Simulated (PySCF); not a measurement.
# C6H5ClF2O: the cost of one run

Programs: PySCF 2.14.0, with routines of our own; each step states its level. All values are computed. Atoms count from 0.

## 1. The starting structure

15 atoms, charge 0, multiplicity 1; geometry from: GFN2-xTB.

## 2. Magnetic properties: GIAO B97-2/pcSseg-1

The job: settings as JSON, then the geometry in Å.

```
{"job": {"kind": "mag", "xc": "B97-2", "basis": "pcSseg-1", "isotopologues": 0}, "charge": 0, "multiplicity": 1}
C     -3.072462     0.569627    -0.002249
C     -1.826949     0.167139    -0.126621
O     -0.662770     0.929228    -0.368180
C      0.068823    -0.276987    -0.332542
C      1.531642    -0.356298    -0.507735
C      2.242116     0.522016     0.521682
F      2.154990    -0.021442     1.757096
F      3.563171     0.604427     0.236683
C     -1.007869    -1.055231    -0.099424
Cl    -1.321414    -2.706667     0.121964
H     -3.328977     1.610423    -0.082203
H     -3.856829    -0.140713     0.183081
H      1.859301    -1.390786    -0.392093
H      1.816724     0.009790    -1.498202
H      1.836088     1.543464     0.566831
```

Method: GIAO B97-2/pcSseg-1 magnetisability, rotational g tensor and spin-rotation constants, non-relativistic, gas phase.

Command:

```
$ OMP_NUM_THREADS=1 python excited_run.py task.json out
```

This one command runs all jobs of the session in turn.

**Question.** How long does this first job take on 1 thread of Arm Neoverse V2, shared host, and how much memory does it need?

About 39 s, with a peak of 0.9 GiB.
